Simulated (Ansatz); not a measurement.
# AsH₃O: ionisation energy by level of theory

One table from this session's results is given with a row withheld; the runs are named, their logs left out.

Computed with Ansatz 0.2.0, Gaussian basis. Level: unrestricted cation, the program's frozen cores in correlated methods.

The runs, in order: UKS PBE-D4/def2-TZVPP; UKS r2SCAN-D4/def2-TZVPP; UKS PBE0-D4/def2-TZVPP; UKS B3LYP-D4/def2-TZVPP; UKS wB97X-V/def2-TZVPP; UKS wB97M-V/def2-TZVPP; UKS B2PLYP/def2-TZVPP; UHF-CCSD(T)/def2-TZVPP; UHF-MP2/def2-QZVPP; extrapolation to the limit; then −ε(HOMO) from the neutral's earlier runs with LDA (SPW92), PBE-D4, revPBE-D4, BLYP-D4, r2SCAN-D4, B97M-V, PBE0-D4, B3LYP-D4, r2SCANh-D4, r2SCAN0-D4, HSE06-D4, BHLYP-D4, CAM-B3LYP-D4, LC-ωPBE, ωB97X-V, ωB97M-V.

## The relaxed structure

The geometry comes from an earlier relaxation with PBE0-D4 in a triple-zeta def2 set; it is a stationary point.

SMILES `O[AsH2]`, 5 atoms, charge 0, spin multiplicity 1.

Atoms are counted from 1 here; the program's logs count them from 0.

Bond lengths: O1–As2 1.802 Å, O1–H3 0.960 Å, As2–H4 1.527 Å, As2–H5 1.528 Å. Angles: As2–O1–H3 107.7°, O1–As2–H4 95.9°, O1–As2–H5 95.9°, H4–As2–H5 91.3°.

Set-up of the first run:

in.yaml

```yaml
crystal:
  periodic: [false, false, false]
  atoms:
    - {symbol: O, position_ang: [0.337979, -0.687178, 0.813294]}
    - {symbol: As, position_ang: [0.032607, 0.173474, -0.739640]}
    - {symbol: H, position_ang: [0.941114, -1.411946, 0.632432]}
    - {symbol: H, position_ang: [-1.482227, 0.270236, -0.569381]}
    - {symbol: H, position_ang: [0.220527, 1.581613, -0.178205]}
basis:
  gaussian: {orbitals: def2-TZVPP}
total_charge: 1
magnetization: {spin_polarized: true, initial_magnetization: 1}
hamiltonian: {xc: pbe, dispersion: d4}
```

The run is started by

```bash
$ ansatz run in.yaml --threads 2 --pin off --events-out ev --progress --plain --max-ram 4352MiB
```

Among the steps run: Cation, UKS PBE-D4/def2-TZVPP; Cation, UKS r2SCAN-D4/def2-TZVPP; Cation, UKS PBE0-D4/def2-TZVPP; Cation, UKS B3LYP-D4/def2-TZVPP; Cation, UKS wB97X-V/def2-TZVPP; Cation, UKS wB97M-V/def2-TZVPP; Cation, UKS B2PLYP (frozen core)/def2-TZVPP; Cation, UHF-CCSD(T)/def2-TZVPP; Cation, UHF-MP2/def2-QZVPP.

One table of the session follows, with a row left open; its other results are not shown here.

Orbital estimates, from the neutral's runs:

```
  functional  −ε(HOMO) (eV)
 LDA (SPW92)           6.44
      PBE-D4           6.32
   revPBE-D4           6.28
     BLYP-D4           6.22
   r2SCAN-D4           6.61
      B97M-V              ?
     PBE0-D4           7.52
    B3LYP-D4           7.34
  r2SCANh-D4           7.05
  r2SCAN0-D4           7.71
    HSE06-D4           7.12
    BHLYP-D4           8.62
CAM-B3LYP-D4           8.87
     LC-ωPBE          10.18
     ωB97X-V           9.84
     ωB97M-V           9.72
```

**Question.** Estimate the row for B97M-V.

As computed: −ε(HOMO) (eV): 6.67. In the column «−ε(HOMO) (eV)» it lies between r2SCAN-D4 (6.61) and r2SCANh-D4 (7.05).
